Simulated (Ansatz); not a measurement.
# Os2I: the cost of one run

Program: Ansatz 0.2.0. Level of theory: DFT PBE, scalar-relativistic, plane waves, PAW. These are calculated values, not measurements.

The COD entry's cell or inner coordinates are ideal or old and differ from later refinements, so a difference from it is no clean test against experiment.

## Step 1: The structure to begin with

It takes space group Pn-3m (No. 224, cubic). The conventional cell has a = 5.385 Å, b = 5.385 Å, c = 5.385 Å, α = 90.00°, β = 90.00°, γ = 90.00°. Around Os (site symmetry -3m) lie 2 I at 2.33 Å. Around I (site symmetry -43m) lie 4 Os at 2.33 Å.

Structure file:

```cif
data_structure
_symmetry_space_group_name_H-M 'P 1'
_symmetry_Int_Tables_number 1
_cell_length_a 5.3852
_cell_length_b 5.3852
_cell_length_c 5.3852
_cell_angle_alpha 90.000
_cell_angle_beta 90.000
_cell_angle_gamma 90.000
_cell_volume 156.17
loop_
_atom_site_label
_atom_site_type_symbol
_atom_site_fract_x
_atom_site_fract_y
_atom_site_fract_z
_atom_site_occupancy
Os1 Os 0.25000 0.25000 0.25000 1
Os2 Os 0.25000 0.75000 0.75000 1
Os3 Os 0.75000 0.75000 0.25000 1
Os4 Os 0.75000 0.25000 0.75000 1
I1 I 0.00000 0.00000 0.00000 1
I2 I 0.50000 0.50000 0.50000 1
```

This is candidate A: cuprite type (Pn-3m, No. 224).

(A quick probe on a coarse mesh, which set the mesh and smearing, is not shown.)

## Step 3: Coarse relaxation (candidate A)

input.yaml

```yaml
crystal:
  lattice:
    - [5.3852141421, 0.0, 0.0]
    - [0.0, 5.3852141421, 0.0]
    - [0.0, 0.0, 5.3852141421]
  atoms:
    - { symbol: Os, position: [0.25, 0.25, 0.25] }
    - { symbol: Os, position: [0.25, 0.75, 0.75] }
    - { symbol: Os, position: [0.75, 0.75, 0.25] }
    - { symbol: Os, position: [0.75, 0.25, 0.75] }
    - { symbol: I, position: [0.0, 0.0, 0.0] }
    - { symbol: I, position: [0.5, 0.5, 0.5] }
basis:
  ecutwfc: 420
kpoints:
  mp_grid: { grid: [4, 4, 4] }
hamiltonian:
  xc: pbe
scf:
  occupations: { method: gaussian, width: 0.1 }
  lower_state_search: "off"
output:
  forces: true
  stress: true
  eigenvalues: true
relax:
  adjacent_minimum: "off"
  f_tol: 0.04
  max_steps: 70
  cell: { stress_tol: 0.4 }
```

Started as:

```
ansatz run input.yaml --threads 1 --pin off --max-ram 2560MiB --backend cpu --events-out ev --progress --plain --runs-dir out
```

Q: Estimate wall time and peak memory on 1 thread of Arm Neoverse V2, shared host.

About 25 s, with a peak of 0.44 GiB.
